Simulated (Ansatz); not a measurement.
**BI3: ladder of methods at one geometry**

How do the methods compare on BI3, in result and in cost? Wanted for BI3: a ladder of methods at one geometry. SMILES: IB(I)I.

Computed with Ansatz 0.2.0 through its Python package. The levels of theory stand in the script.

**1. The system**

Bond lengths: I1–B2 2.183 Å, B2–I3 2.172 Å, B2–I4 2.191 Å. Angles: I1–B2–I3 118.5°, I1–B2–I4 123.5°, I3–B2–I4 118.1°.

Input file bi3.xyz:

```xyz
4

I    -1.33330   -0.33110    1.70300
B    -0.01340   -0.01290   -0.00660
I     1.91090   -1.02000   -0.03040
I    -0.50860    1.30370   -1.68630
```

**2. The code**

Input file methods_bi3.py:

```python
import logging
import sys

import ansatz as az

logging.basicConfig(stream=sys.stdout, format="[%(levelname)s] %(message)s")
logger = logging.getLogger("ansatz_job")
logger.setLevel(logging.INFO)

system = az.Crystal.molecule_from_extxyz("bi3.xyz")

calculation = system.calculation().basis(gaussian="def2-SVP")

methods = ["mp2", "ccsd", "ccsd_t"]
reports = [calculation.correlation(m).run(threads=1, pin="off").report for m in methods]
logger.info(f"Hartree-Fock reference {reports[0]['reference_energy_ev'] / 27.211386246:.6f} Ha")
best = reports[-1]["free_energy_ev"] - reports[-1]["reference_energy_ev"]
for method, each in zip(methods, reports):
    gained = each["free_energy_ev"] - each["reference_energy_ev"]
    logger.info(f"{method:8s} total {each['free_energy_ev'] / 27.211386246:.6f} Ha  correlation {gained:9.4f} eV  ({100 * gained / best:.1f} % of the last)")
```

**3. What the engine is handed**

The package turns the script's settings into the engine's input (first run):

```yaml
crystal:
  periodic: [false, false, false]
  atoms:
    - { symbol: I, position_ang: [-1.3333, -0.3311, 1.703] }
    - { symbol: B, position_ang: [-0.0134, -0.0129, -0.0066] }
    - { symbol: I, position_ang: [1.9109, -1.02, -0.0304] }
    - { symbol: I, position_ang: [-0.5086, 1.3037, -1.6863] }
basis:
  gaussian:
    orbitals: def2-SVP
correlation:
  method: mp2
```

**4. Running it**

On the command line:

```sh
$ python methods_bi3.py
```

The program printed:

```text
[INFO] Hartree-Fock reference -914.687638 Ha
[INFO] mp2      total -915.131133 Ha  correlation  -12.0681 eV  (92.5 % of the last)
[INFO] ccsd     total -915.150812 Ha  correlation  -12.6036 eV  (96.6 % of the last)
[INFO] ccsd_t   total -915.166921 Ha  correlation  -13.0420 eV  (100.0 % of the last)
```

It took 46 s on 1 thread of Arm Neoverse V1, shared host; peak memory 0.49 GiB.

**5. Inputs of later runs**

The engine's inputs for the other runs:

Run 2, against run 1:

```diff
@@ -12 +12 @@
-  method: mp2
+  method: ccsd
```

Run 3, against run 1:

```diff
@@ -12 +12 @@
-  method: mp2
+  method: ccsd_t
```

**6. The runs side by side**

One row for each of the 3 runs:

```
run  method  energy (eV)  iterations in all  CPU time (s)
  1     mp2  -24901.9867                 14           2.9
  2    ccsd  -24902.5222                 21            15
  3  ccsd_t  -24902.9606                 21            28
```

Correlation energies (total less mean field):

```
method  correlation (eV)  share of the last  miss against the last (eV)  CPU time (s)
   mp2           -12.068             92.5 %                      +0.974           2.9
  ccsd           -12.604             96.6 %                      +0.438            15
ccsd_t           -13.042            100.0 %                      +0.000            28
```

**7. Results**

```
                    quantity       value
               runs compared           3
correlation energy, last run  -13.042 eV
```

In words: mp2 catches 93 % of the correlation energy of ccsd_t. The dearest, run 3 (ccsd_t), took some 9.7 times as long as run 1 (mp2). Caveats:
- The geometry is a force-field or estimated start, not a minimum of this method, and the basis set is short of its limit. A lower total doesn't mark the better method: functionals have no common bound, and MP2 and coupled cluster aren't variational.
- def2 sets replace the cores of elements past krypton by effective core potentials.
- Inner cores stay frozen; a filled d shell under the valence of the heavier atoms is correlated with it.
